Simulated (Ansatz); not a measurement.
**B₂ClFH₃P: one species, many methods**

The task here is to estimate one member of a computed series from the others.

The runs use Ansatz 0.2.0, Gaussian basis; functionals in def2-TZVPP, the program's frozen cores in correlated methods.

Plan: LDA (SPW92), PBE-D4, revPBE-D4, BLYP-D4, r2SCAN-D4, B97M-V, PBE0-D4, B3LYP-D4, r2SCANh-D4, r2SCAN0-D4, HSE06-D4, BHLYP-D4, CAM-B3LYP-D4, LC-ωPBE, ωB97X-V, ωB97M-V, B2PLYP, PBE-QIDH; CCSD(T)/def2-SVP; CCSD(T)/def2-TZVPP; MP2/def2-QZVPP; extrapolation to the limit; RPA on PBE.

**The relaxed structure**

An earlier PBE0-D4 in a triple-zeta def2 set relaxation fixed the geometry.

SMILES `BPB(F)Cl`, 8 atoms, charge 0, spin multiplicity 1.

Atoms are counted from 1 here; the program's logs count them from 0.

Bond lengths: B1–P2 1.840 Å, B1–H6 1.191 Å, B1–H7 1.191 Å, P2–B3 1.886 Å, P2–H8 1.407 Å, B3–F4 1.317 Å, B3–Cl5 1.747 Å. Angles: P2–B1–H6 119.3°, P2–B1–H7 118.2°, H6–B1–H7 122.2°, B1–P2–B3 111.5°, B1–P2–H8 111.0°, B3–P2–H8 106.4°, P2–B3–F4 120.5°, P2–B3–Cl5 120.8°, F4–B3–Cl5 118.7°.

Geometry (Å):

```mol
B2ClFH3P
  3D, bonds by distance, orders not assigned

  8  7  0  0  0  0  0  0  0  0999 V2000
   -0.1670    0.4275    1.4983 B   0  0
    0.1472   -0.8638    0.2264 P   0  0
    0.3472   -0.1095   -1.4909 B   0  0
   -0.2021   -0.6848   -2.5410 F   0  0
    1.3384    1.3088   -1.7352 Cl  0  0
   -0.8765    0.1769    2.4221 H   0  0
    0.4377    1.4503    1.4219 H   0  0
   -0.9327   -1.7626    0.1427 H   0  0
  1  2  8  0
  2  3  8  0
  3  4  8  0
  3  5  8  0
  1  6  8  0
  1  7  8  0
  2  8  8  0
M  END
```

The first run:

Input file in.yaml:

```yaml
crystal:
  periodic: [false, false, false]
  atoms:
    - {symbol: B, position_ang: [-0.167005, 0.427517, 1.498250]}
    - {symbol: P, position_ang: [0.147156, -0.863836, 0.226399]}
    - {symbol: B, position_ang: [0.347177, -0.109475, -1.490935]}
    - {symbol: F, position_ang: [-0.202150, -0.684807, -2.541044]}
    - {symbol: Cl, position_ang: [1.338355, 1.308846, -1.735222]}
    - {symbol: H, position_ang: [-0.876451, 0.176895, 2.422080]}
    - {symbol: H, position_ang: [0.437695, 1.450276, 1.421949]}
    - {symbol: H, position_ang: [-0.932679, -1.762615, 0.142724]}
basis:
  gaussian: {orbitals: def2-TZVPP}
hamiltonian: {xc: lda}
output: {orbitals: {seedname: orbitals}}
```

Among the steps run: LDA; PBE-D4 (GGA); revPBE-D4 (GGA); BLYP-D4 (GGA); r2SCAN-D4 (meta-GGA); B97M-V (meta-GGA); PBE0-D4 (hybrid); B3LYP-D4 (hybrid); r2SCANh-D4 (hybrid); r2SCAN0-D4 (hybrid); HSE06-D4 (hybrid); BHLYP-D4 (hybrid); CAM-B3LYP-D4 (range-separated); LC-ωPBE (range-separated); ωB97X-V (range-separated); ωB97M-V (range-separated); B2PLYP (double hybrid); PBE-QIDH (double hybrid).

One table of the session follows, with a row left open; its other results are not shown here.

It belongs to the step «Orbital energies across the functionals». 

```
  functional  HOMO (eV)  LUMO (eV)  gap (eV)
 LDA (SPW92)      -6.96      -3.16      3.80
      PBE-D4      -6.81      -2.91      3.90
   revPBE-D4          ?          ?         ?
     BLYP-D4      -6.61      -2.73      3.89
   r2SCAN-D4      -7.02      -2.62      4.40
      B97M-V      -7.08      -2.65      4.43
     PBE0-D4      -7.82      -2.00      5.82
    B3LYP-D4      -7.59      -2.17      5.41
  r2SCANh-D4      -7.40      -2.30      5.10
  r2SCAN0-D4      -7.96      -1.83      6.14
    HSE06-D4      -7.43      -2.38      5.05
    BHLYP-D4      -8.66      -0.96      7.70
CAM-B3LYP-D4      -9.02      -0.89      8.13
     LC-ωPBE     -10.33       0.23     10.56
     ωB97X-V     -10.00       0.16     10.16
     ωB97M-V      -9.85      -0.03      9.82
```

Q: Estimate the row for revPBE-D4 from the others.

The run gave: HOMO (eV): -6.75; LUMO (eV): -2.81; gap (eV): 3.94. In the column «HOMO (eV)» it lies between PBE-D4 (-6.81) and BLYP-D4 (-6.61).
